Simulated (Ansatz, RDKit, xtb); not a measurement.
**C3H3BrO: which of the isomers drawn lies lowest?**

Which of a sample of isomers of C3H3BrO is the most stable in the gas at 298.15 K, and what are its properties? The sample is small against all isomers, and the most stable one of this formula need not be in it.

Plan: many cheap relaxations first (GFN2-xTB), then density-functional screening, relaxation at PBE-D3(BJ)/def2-SVP, vibrations and a final energy. The numbers are computed, not measured.

## 1. Drawing up candidates

Isomers were taken from a list of plausible structures; this is a sample, not all of them. That gives 6 candidates.

| label | SMILES | spin |
| --- | --- | --- |
| c447 | CC(Br)=C=O | singlet |
| c766 | C=C(Br)C=O | singlet |
| c816 | O[C@@H]1C=C1Br | singlet |
| c879 | O=C/C=C\Br | singlet |
| c900 | C=CC(=O)Br | singlet |
| c925 | O=C=CCBr | singlet |

Candidates are built by distance geometry, with a force field where one applies, in up to four conformers (letters a to d).

Q: Predict the outcome of this search (final energies at CCSD(T)/def2-SVP + MP2/def2-TZVPP - MP2/def2-SVP).

| quantity | value |
| --- | --- |
| lowest structure found | C=CC(=O)Br, singlet, Cs |
| next finalist | O=C=CCBr, singlet, 8.6 kcal/mol higher in G |
| share at equilibrium, among the finalists | 100.0 % |
| harmonic wavenumbers, lowest and highest (PBE-D3(BJ)/def2-SVP) | 83 and 3195 cm⁻¹ |
| rotational constants, same geometry | 0.2815, 0.05621, 0.04685 cm⁻¹ |

The search ends on `C=CC(=O)Br`. Among the finalists first place is clear (8.6 kcal/mol); structures outside the list aren't covered. GFN2-xTB, HF/STO-3G, r2SCAN-D4/def2-SVP, PBE-D3(BJ)/def2-SVP, HF/def2-SVP and MP2/def2-SVP already put its bonding pattern lowest among the structures in one piece. The search is not exhaustive (a finite list of starts, one conformer a finalist), so a lower isomer can't be ruled out. Only 6 drawn patterns were tried, so whole families of isomers are missing, and the result ranks this sample alone. The lowest isomer need not be the one that is made and kept in a bottle, which depends on barriers.
